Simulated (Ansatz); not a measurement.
# Si: the cost of one run

Computed with Ansatz 0.2.0 (DFT PBE, scalar-relativistic, plane waves, PAW, unless a step's input says otherwise).

## 1. Starting point

It takes space group Fd-3m (No. 227, cubic). Conventional cell: a = 5.430 Å, b = 5.430 Å, c = 5.430 Å, α = 90.00°, β = 90.00°, γ = 90.00°. Around Si (site symmetry -43m) lie 4 Si at 2.35 Å.

Coordinates:

```
CELL_PARAMETERS angstrom
0.00000 2.71500 2.71500
2.71500 0.00000 2.71500
2.71500 2.71500 0.00000
ATOMIC_POSITIONS crystal
Si 0.00000 0.00000 0.00000
Si 0.25000 0.25000 0.25000
```

## 2. Relaxing cell and atoms: Si, no spin

input.yaml

```yaml
crystal:
  lattice:
    - [0.0, 2.715, 2.715]
    - [2.715, 0.0, 2.715]
    - [2.715, 2.715, 0.0]
  atoms:
    - { symbol: Si, position: [0.0, 0.0, 0.0] }
    - { symbol: Si, position: [0.25, 0.25, 0.25] }
scf:
  occupations: { method: gaussian, width: 0.01 }
output:
  forces: true
  stress: true
  eigenvalues: true
  write_density: true
  write_potential: true
  elf: true
  volumetric_format: npy
hamiltonian:
  xc: pbe
kpoints:
  mp_grid: { grid: [10, 10, 10] }
relax:
  f_tol: 0.005
  cell: { stress_tol: 0.02 }
```

On the command line:

```console
$ ansatz run input.yaml --threads 4 --pin off --max-ram 14336MiB --backend cpu --events-out ev --progress --plain --runs-dir out
```

What time and memory should one allow on 4 threads of Intel Xeon Platinum 8488C (Sapphire Rapids), shared host?

About 3 s, with a peak of 0.34 GiB.
